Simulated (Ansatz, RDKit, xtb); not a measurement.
# Isomers of C6H6O2, a sample narrowed down

A sample of isomers of C6H6O2 is drawn. Aim: find which of them has the lowest free energy at 298.15 K, then its properties. The sample is small against all isomers, and the most stable one of this formula need not be in it.

The funnel: GFN2-xTB relaxations, single points with a density functional, relaxations at B3LYP/def2-SVP, harmonic vibrations (at GFN2-xTB), and a last energy at a higher level. All values are calculated.

### Step 1. Possible bonding patterns

Isomers were taken from a list of plausible structures; this is a sample, not all of them. That gives 8 candidates.

```tsv
label	SMILES	spin
c034	CC(=O)/C=C/C=C=O	singlet
c476	C=C(O)/C=C\C#CO	singlet
c550	C=C(O)/C=C/C#CO	singlet
c618	CC(=O)/C=C\C=C=O	singlet
c655	C=C(O)/C=C/C=C=O	singlet
c742	CC(=O)/C=C/C#CO	singlet
c810	C=C(O)/C=C\C=C=O	singlet
c824	CC(=O)/C=C\C#CO	singlet
```

Candidates are built by distance geometry, with a force field where one applies, in up to four conformers (letters a to d).

**Question.** With final energies at CCSD(T)/def2-SVP + MP2/def2-TZVPP - MP2/def2-SVP, which structure will this search put lowest in free energy, and by what margin?

| quantity | value |
| --- | --- |
| lowest structure found | Cc1cccc(=O)o1, singlet |
| next finalist | CC(=O)/C=C\C=C=O, singlet, 22.4 kcal/mol higher in G |
| share at equilibrium, among the finalists | 100.0 % |

`Cc1cccc(=O)o1` comes out lowest. The margin of 22.4 kcal/mol over the next finalist is beyond the usual error of the last level; it says nothing of structures that weren't ranked. GFN2-xTB, HF/STO-3G, r2SCAN-D4/def2-SVP, B3LYP/def2-SVP, HF/def2-SVP and MP2/def2-SVP already put its bonding pattern lowest among the structures in one piece. One minimum inside the window was never screened. Lowest found is not proven lowest: the search is finite, and each finalist counts with one conformer. Only 8 drawn patterns were tried, so whole families of isomers are missing, and the result ranks this sample alone.
